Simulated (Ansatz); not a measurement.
# CH3AlClFO2: small, medium and large basis sets

How large a basis does CH3AlClFO2 need? Two functionals are run in growing sets.

Computed with Ansatz 0.2.0, Gaussian basis. Level: one geometry, several basis sets.

Levels to be run: PBE0-D4/def2-SVP; ωB97M-V/def2-SVP; PBE0-D4/def2-QZVPP; ωB97M-V/def2-QZVPP; the functionals' def2-TZVPP values are taken from earlier runs.

### 1 Structure used throughout

An earlier PBE0-D4 in a triple-zeta def2 set relaxation fixed the geometry.

9 atoms, charge 0, spin multiplicity 1.

Atoms are counted from 1 here; the program's logs count them from 0.

Bond lengths: O1–C2 1.299 Å, O1–H7 0.968 Å, C2–F3 1.289 Å, C2–O5 1.207 Å, Cl4–Al6 2.142 Å, O5–Al6 2.012 Å, Al6–H8 1.586 Å, Al6–H9 1.581 Å. Angles: C2–O1–H7 108.9°, O1–C2–F3 111.0°, O1–C2–O5 125.7°, F3–C2–O5 123.3°, C2–O5–Al6 130.2°, Cl4–Al6–O5 97.2°, Cl4–Al6–H8 114.9°, Cl4–Al6–H9 115.7°, O5–Al6–H8 99.9°, O5–Al6–H9 99.3°, H8–Al6–H9 122.4°.

### 2 PBE0-D4 in def2-SVP

File in.yaml:

```yaml
crystal:
  periodic: [false, false, false]
  atoms:
    - {symbol: O, position_ang: [2.305888, -0.475385, 0.733590]}
    - {symbol: C, position_ang: [1.034246, -0.224595, 0.654348]}
    - {symbol: F, position_ang: [0.433319, -0.527700, 1.753427]}
    - {symbol: Cl, position_ang: [-2.042834, -1.608839, -0.419455]}
    - {symbol: O, position_ang: [0.466298, 0.238724, -0.305132]}
    - {symbol: Al, position_ang: [-1.500578, 0.447948, -0.675971]}
    - {symbol: H, position_ang: [2.723466, -0.251599, -0.111014]}
    - {symbol: H, position_ang: [-1.905925, 1.400551, 0.525291]}
    - {symbol: H, position_ang: [-1.425279, 0.954595, -2.172185]}
basis:
  gaussian: {orbitals: def2-SVP}
hamiltonian: {xc: pbe0, dispersion: d4}
output: {orbitals: {seedname: orbitals}}
```

The run is started by

```bash
> ansatz run in.yaml --threads 4 --pin off --events-out ev --progress --plain --max-ram 10444MiB
```

The runs that follow: ωB97M-V in def2-SVP; PBE0-D4 in def2-QZVPP; ωB97M-V in def2-QZVPP.

Q: Predict the results of all the runs planned. Wanted: PBE0-D4: double and triple zeta above quadruple; ωB97M-V: double and triple zeta above quadruple.

The runs gave:

| quantity | value |
| --- | --- |
| PBE0-D4: double and triple zeta above quadruple | 16.95, 0.99 eV |
| ωB97M-V: double and triple zeta above quadruple | 17.06, 0.94 eV |

What this shows: PBE0-D4 gains 15.96 eV from double to triple zeta, then 0.99 eV more. These are total energies; as a rule much of such shifts cancels in differences, which this series doesn't test. The LUMO of ωB97M-V is positive and keeps falling with the basis (0.91 to 0.32 eV): an unbound level that the basis holds in place.
